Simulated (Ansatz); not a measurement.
# CHBrClN: the cost of one run

Computed with Ansatz 0.2.0, Gaussian basis. Level: the settings change from run to run.

### 1 The molecule

An earlier PBE0-D4 in a triple-zeta def2 set relaxation fixed the geometry.

SMILES `N=C(Cl)Br`, 5 atoms, charge 0, spin multiplicity 1.

Atoms are counted from 1 here; the program's logs count them from 0.

Bond lengths: N1–C2 1.240 Å, N1–H5 1.016 Å, C2–Cl3 1.714 Å, C2–Br4 1.914 Å. Angles: C2–N1–H5 113.3°, N1–C2–Cl3 121.6°, N1–C2–Br4 125.7°, Cl3–C2–Br4 112.6°.

### 2 B97/def2-mTZVPP

Options: charge +1, multiplicity 2, restricted open-shell orbitals, finite nuclei.

The input, in.yaml:

```yaml
crystal:
  periodic: [false, false, false]
  atoms:
    - {symbol: N, position_ang: [0.814873, 0.257870, 0.668599]}
    - {symbol: C, position_ang: [-0.150799, 0.177581, -0.104422]}
    - {symbol: Cl, position_ang: [-1.037456, 1.564709, -0.582924]}
    - {symbol: Br, position_ang: [-0.823293, -1.433591, -0.888963]}
    - {symbol: H, position_ang: [1.246574, -0.640268, 0.866311]}
basis:
  gaussian: {orbitals: def2-mTZVPP, nuclear_model: gaussian}
total_charge: 1
magnetization: {spin_polarized: false, initial_magnetization: 1}
hamiltonian: {xc: {name: B97}}
output: {forces: true}
```

The run is started by

```console
$ ansatz run in.yaml --threads 2 --pin off --events-out ev --progress --plain --max-ram 4352MiB
```

**Question.** How long does this run take on 2 threads of Arm Neoverse V1, shared host, and how much memory does it need?

About 29 s, with a peak of 0.48 GiB.
